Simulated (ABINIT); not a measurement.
Hg2S:

```xyz
3
Lattice="0.0000 3.4531 3.4531 3.4531 0.0000 3.4531 3.4531 3.4531 0.0000" Properties=species:S:1:pos:R:3 pbc="T T T"
Hg    5.1796    5.1796    5.1796
Hg    1.7265    1.7265    1.7265
S     0.0000    0.0000    0.0000
```

The cell was built by a generator and needn't be a form met in nature.

Base run:

* Program: ABINIT 10.8.3 (patched build)
* Functional: PBEsol
* Potentials or basis: PseudoDojo NC SR PBEsol v0.4.1 standard
* Cutoff: 789 eV
* k mesh: 5 × 5 × 5
* Occupations: fermi-dirac, width 0.05 eV
* Spin: no spin polarisation

Its results: band gap on the k mesh none (metal or under the smearing width); pressure -5.3 GPa.

Q: The run is repeated on the same cell with these changes: functional from PBEsol to LDA-Teter; potentials or basis from PseudoDojo NC SR PBEsol v0.4.1 standard to JTH PAW LDA v2.0; cutoff from 789 eV to 544 eV; valence electrons from 46 to 30. What comes out?

A: Band gap on the k mesh none (metal or under the smearing width); pressure -6.5 GPa.

Not every run made on this cell is shown here.
